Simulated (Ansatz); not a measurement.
Below is the output of a Python script on Ansatz's Python interface that makes a projected density of states of TiSi2, space group Cmcm. Write a script that gives it. Settings: PBE, PAW, the default cutoff (420 eV here), 7×7×7 k-points, Fermi-Dirac smearing of 0.15 eV, D3BJATM dispersion.

```
Ti Si
1.0
     1.76511   -6.75928    0.00000
     1.76511    6.75928    0.00000
     0.00000    0.00000    3.56517
Ti Si
2 4
Direct
  0.89688 0.10312 0.75000
  0.10312 0.89688 0.25000
  0.55825 0.44175 0.75000
  0.44175 0.55825 0.25000
  0.24969 0.75031 0.75000
  0.75031 0.24969 0.25000
```

`python pdos_tisi2.py` gives:
```text
plan: 38 bands, 64 k-points, plane waves [1647, 1682] grid [48, 48, 24]
E-EF      Ti 3S    Ti 4S    Ti 3P    Ti 3D    Si 3S    Si 3P
-10.0     0.011    0.056    0.016    0.081    0.660    0.385
 -9.0     0.011    0.040    0.011    0.099    0.543    0.465
 -8.0     0.015    0.059    0.012    0.160    0.671    0.526
 -7.0     0.005    0.017    0.006    0.121    0.368    0.386
 -6.0     0.021    0.069    0.007    0.131    0.163    0.672
 -5.0     0.014    0.058    0.013    0.237    0.356    0.957
 -4.0     0.017    0.100    0.027    0.597    0.331    2.117
 -3.0     0.006    0.052    0.032    1.245    0.240    2.666
 -2.0     0.004    0.015    0.013    2.057    0.127    1.830
 -1.0     0.003    0.008    0.002    1.369    0.079    0.672
  0.0     0.001    0.008    0.001    1.081    0.042    0.296
  1.0     0.004    0.036    0.004    2.592    0.285    0.819
  2.0     0.006    0.116    0.004    3.221    0.430    0.843
  3.0     0.018    0.383    0.005    2.418    0.588    1.283
  4.0     0.022    0.326    0.004    1.289    0.361    1.400
  5.0     0.017    0.219    0.003    0.709    0.241    1.187
  6.0     0.013    0.163    0.001    0.494    0.149    1.503
```

One script that gives this output:

`pdos_tisi2.py`
```python
"""Which atoms and shells make the states of TiSi2."""

import warnings

import ansatz
import numpy as np
from pymatgen.core import Lattice, Structure
from pymatgen.io.ase import AseAtomsAdaptor

warnings.simplefilter("ignore", ansatz.DeckWarning)

pmg_structure = Structure(
    Lattice([(1.76511, -6.75928, 0.0), (1.76511, 6.75928, 0.0), (0.0, 0.0, 3.56517)]),
    ["Ti", "Ti", "Si", "Si", "Si", "Si"],
    [
        (0.89688, 0.10312, 0.75),
        (0.10312, 0.89688, 0.25),
        (0.55825, 0.44175, 0.75),
        (0.44175, 0.55825, 0.25),
        (0.24969, 0.75031, 0.75),
        (0.75031, 0.24969, 0.25),
    ],
)
structure = ansatz.Crystal.from_ase(AseAtomsAdaptor.get_atoms(pmg_structure))

setup = (
    structure.calculation()
    .functional("pbe", dispersion="d3bjatm")
    .kpoints(density=3.8)
    .occupations("Fermi-Dirac", width=150 * ansatz.meV)
    .scf(extra_bands=18)
    .density_of_states(projected=True, method="smearing", broadening_width=0.15, energy_step=0.1)
)
planned = setup.session().plan(threads=1)
facts = planned.describe()
print("plan:", facts["n_bands"], "bands,", len(facts["kpoints_frac"]), "k-points, plane waves", facts["n_pw_range"], "grid", facts["fft_dense"])
result = planned.execute()
r = result.report

dos = result.density_of_states()
energy = np.asarray(dos.energies_ev) - dos.fermi_ev
curves = {}
for site in result.projected_density_of_states().sites:
    for shell in site.shells:
        weight = sum(np.sum(curve.g_bin_mean_per_ev, axis=0) for curve in shell.curves)
        name = f"{site.species} {shell.label}"
        curves[name] = curves.get(name, 0) + weight

print("E-EF   " + " ".join(f"{name:>8s}" for name in curves))
for e in np.arange(-10, 6 + 0.1, 1.0):
    print(f"{e:5.1f}  " + " ".join(f"{np.interp(e, energy, g):8.3f}" for g in curves.values()))
```

Notes:
- Dispersion corrections can be off by several per cent in the lattices of metals, and by several GPa in the pressure at a fixed cell.
- For a metal this k-point mesh is coarse: on a finer one energies can move by several to tens of meV an atom and pressures by half a GPa or more, differences at one mesh by less.
- This cell is a computed structure, which may not be the phase found in nature.
- Curves are summed over the cell's atoms. Only shells that the potentials hold have channels, so projections don't add up to the total, least of all where a shell is missing (p of most metals); heights and places of peaks move with the mesh.
- The computed bands are complete only to about 7.6 eV above the Fermi level; beyond that the density of states is undercounted.
- Wall time of the script: 12 s on 1 thread of Arm Neoverse V1, on a shared host, peak memory 0.55 GiB.
